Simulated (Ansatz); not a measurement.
# C₈H₁₆O: a ladder of functionals and wavefunction methods

One table from this session's results is given with a row withheld; the runs are named, their logs left out.

Method: functionals in def2-TZVPP, the program's frozen cores in correlated methods; program: Ansatz 0.2.0, Gaussian basis.

Plan: LDA (SPW92), PBE-D4, revPBE-D4, BLYP-D4, r2SCAN-D4, B97M-V, PBE0-D4, B3LYP-D4, r2SCANh-D4, r2SCAN0-D4, HSE06-D4, BHLYP-D4, CAM-B3LYP-D4, LC-ωPBE, ωB97X-V, ωB97M-V, B2PLYP, PBE-QIDH; CCSD(T)/def2-SVP; CCSD(T)/def2-TZVPP; MP2/def2-QZVPP; extrapolation to the limit; RPA on PBE.

## The relaxed structure

An earlier PBE0-D4 in a triple-zeta def2 set relaxation fixed the geometry.

SMILES `CCCCCCCC=O`, 25 atoms, charge 0, spin multiplicity 1.

Atoms are counted from 1 here; the program's logs count them from 0.

Bond lengths: C1–C2 1.519 Å, C1–H10 1.092 Å, C1–H11 1.094 Å, C1–H12 1.094 Å, C2–C3 1.520 Å, C2–H13 1.096 Å, C2–H14 1.096 Å, C3–C4 1.520 Å, C3–H15 1.097 Å, C3–H16 1.097 Å, C4–C5 1.520 Å, C4–H17 1.098 Å, C4–H18 1.095 Å, C5–C6 1.523 Å, C5–H19 1.096 Å, C5–H20 1.097 Å, C6–C7 1.526 Å, C6–H21 1.093 Å and more. Angles: C2–C1–H10 111.6°, C2–C1–H11 111.1°, C2–C1–H12 111.1°, H10–C1–H11 107.7°, H10–C1–H12 107.7°, H11–C1–H12 107.5°, C1–C2–C3 113.0°, C1–C2–H13 109.7°, C1–C2–H14 109.7°, C3–C2–H13 109.2°, C3–C2–H14 109.1°, H13–C2–H14 106.0°, C2–C3–C4 113.4°, C2–C3–H15 109.3°, C2–C3–H16 109.4°, C4–C3–H15 109.2°, C4–C3–H16 109.4°, H15–C3–H16 105.9° and more.

Geometry (Å):

```xyz
25

C    -1.88204   -2.88251   -1.83132
C    -0.72583   -2.12269   -1.20521
C    -1.07467   -0.68251   -0.86854
C     0.07508    0.08503   -0.23757
C    -0.28675    1.52297    0.09814
C     0.85806    2.36312    0.64897
C     1.37294    1.92057    2.01599
C     2.25796    0.71020    1.98818
O     2.23680   -0.18065    2.79248
H    -1.60674   -3.91350   -2.06467
H    -2.20891   -2.40737   -2.76073
H    -2.74331   -2.91323   -1.15792
H     0.13443   -2.13497   -1.88465
H    -0.39727   -2.63530   -0.29395
H    -1.93561   -0.66806   -0.18829
H    -1.40188   -0.16496   -1.77934
H     0.93405    0.07623   -0.92098
H     0.39671   -0.44666    0.66458
H    -0.67024    2.00980   -0.80584
H    -1.11475    1.52951    0.81771
H     0.52842    3.40285    0.72579
H     1.69048    2.36397   -0.06640
H     2.00308    2.72040    2.43015
H     0.56202    1.74946    2.72872
H     2.99799    0.69833    1.15468
```

Set-up of the first run:

in.yaml

```yaml
crystal:
  periodic: [false, false, false]
  atoms:
    - {symbol: C, position_ang: [-1.882037, -2.882506, -1.831320]}
    - {symbol: C, position_ang: [-0.725834, -2.122689, -1.205211]}
    - {symbol: C, position_ang: [-1.074669, -0.682512, -0.868536]}
    - {symbol: C, position_ang: [0.075080, 0.085026, -0.237574]}
    - {symbol: C, position_ang: [-0.286745, 1.522975, 0.098143]}
    - {symbol: C, position_ang: [0.858057, 2.363116, 0.648967]}
    - {symbol: C, position_ang: [1.372937, 1.920574, 2.015991]}
    - {symbol: C, position_ang: [2.257956, 0.710195, 1.988180]}
    - {symbol: O, position_ang: [2.236802, -0.180650, 2.792483]}
    - {symbol: H, position_ang: [-1.606737, -3.913504, -2.064670]}
    - {symbol: H, position_ang: [-2.208911, -2.407369, -2.760732]}
    - {symbol: H, position_ang: [-2.743313, -2.913233, -1.157923]}
    - {symbol: H, position_ang: [0.134434, -2.134974, -1.884655]}
    - {symbol: H, position_ang: [-0.397269, -2.635300, -0.293952]}
    - {symbol: H, position_ang: [-1.935609, -0.668060, -0.188293]}
    - {symbol: H, position_ang: [-1.401881, -0.164963, -1.779341]}
    - {symbol: H, position_ang: [0.934048, 0.076233, -0.920980]}
    - {symbol: H, position_ang: [0.396712, -0.446656, 0.664575]}
    - {symbol: H, position_ang: [-0.670235, 2.009798, -0.805842]}
    - {symbol: H, position_ang: [-1.114750, 1.529506, 0.817707]}
    - {symbol: H, position_ang: [0.528419, 3.402853, 0.725795]}
    - {symbol: H, position_ang: [1.690480, 2.363971, -0.066400]}
    - {symbol: H, position_ang: [2.003079, 2.720396, 2.430151]}
    - {symbol: H, position_ang: [0.562015, 1.749457, 2.728725]}
    - {symbol: H, position_ang: [2.997987, 0.698327, 1.154685]}
basis:
  gaussian: {orbitals: def2-TZVPP}
hamiltonian: {xc: lda}
output: {orbitals: {seedname: orbitals}}
```

Launch:

```sh
ansatz run in.yaml --threads 4 --pin off --events-out ev --progress --plain --max-ram 41984MiB --backend cuda --devices 0, --max-vram 37GiB
```

Steps of the session up to this table: LDA; PBE-D4 (GGA); revPBE-D4 (GGA); BLYP-D4 (GGA); r2SCAN-D4 (meta-GGA); B97M-V (meta-GGA); B3LYP-D4 (hybrid); r2SCANh-D4 (hybrid); r2SCAN0-D4 (hybrid); HSE06-D4 (hybrid); BHLYP-D4 (hybrid); CAM-B3LYP-D4 (range-separated); LC-ωPBE (range-separated); ωB97X-V (range-separated); ωB97M-V (range-separated); B2PLYP (double hybrid); PBE-QIDH (double hybrid).

One table of the session follows, with a row left open; its other results are not shown here.

It belongs to the step «Frontier levels by functional». 

```
  functional  HOMO (eV)  gap (eV)
 LDA (SPW92)          ?         ?
      PBE-D4      -5.70      3.90
   revPBE-D4      -5.64      3.95
     BLYP-D4      -5.64      3.96
   r2SCAN-D4      -6.00      4.46
      B97M-V      -6.20      4.74
     PBE0-D4      -7.29      6.69
    B3LYP-D4      -7.08      6.18
  r2SCANh-D4      -6.61      5.49
  r2SCAN0-D4      -7.51      7.04
    HSE06-D4      -6.89      5.89
    BHLYP-D4      -8.86      9.53
CAM-B3LYP-D4      -8.78      9.39
     LC-ωPBE     -10.06     11.96
     ωB97X-V      -9.76     11.55
     ωB97M-V      -9.71     11.38
```

Q: Estimate the row for LDA (SPW92) from the others.

The run gave: HOMO (eV): -5.84; gap (eV): 3.76. In the column «HOMO (eV)» it lies between r2SCAN-D4 (-6.00) and PBE-D4 (-5.70).
